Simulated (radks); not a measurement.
**Excited configurations of Ca⁺**

The task here is to estimate one member of a computed series from the others.

Method: scalar-relativistic Kohn-Sham, PBEsol, spin-polarised, spherical densities, finite nucleus; open shells are filled with parallel spins first. Code: radks (a radial shooting solver on a logarithmic mesh, Libxc functionals) version 1.

### What is computed

* element: calcium (Z = 20)
* charge: +1
* electrons: 19
* configuration: [Ar] 4s1
* nuclear rms radius: 3.4776 fm

Outer shells as boxes (Hund's rule):

Ca⁺
```
[Ar] core
4s [↑ ]
```

Set-up of the first run:

Input:

```text
Z 20
configuration [Ar] 4s1
relativity scalar-relativistic
functional pbe_sol,pbe_sol
spin polarised
nucleus finite rms 3.4776 fm
c 137.035999084
```

Steps of the session up to this table: Ground configuration: [Ar] 4s1.

One of the session's tables, all rows but one given; the rest of the session is left out.

It belongs to the step «Ground configuration: [Ar] 4s1». Radial moments (bohr):

| level | <r> | outermost maximum (interpolated) | 90 % within | nodes |
| --- | --- | --- | --- | --- |
| 2s down | 0.3647 | 0.300 | 0.568 | 1 |
| 2p up | 0.3280 | 0.247 | 0.541 | 0 |
| 2p down | 0.3280 | 0.247 | 0.541 | 0 |
| 3s up | ? | ? | ? | ? |
| 3s down | 1.155 | 0.994 | 1.73 | 2 |
| 3p up | 1.270 | 1.05 | 1.96 | 1 |
| 3p down | 1.265 | 1.05 | 1.95 | 1 |
| 4s up | 3.565 | 3.15 | 5.21 | 3 |

Estimate the missing values for 3s up.

**Answer.** <r>: 1.156; outermost maximum (interpolated): 0.993; 90 % within: 1.74; nodes: 2. In the column «<r>» it lies between 3s down (1.155) and 3p down (1.265).
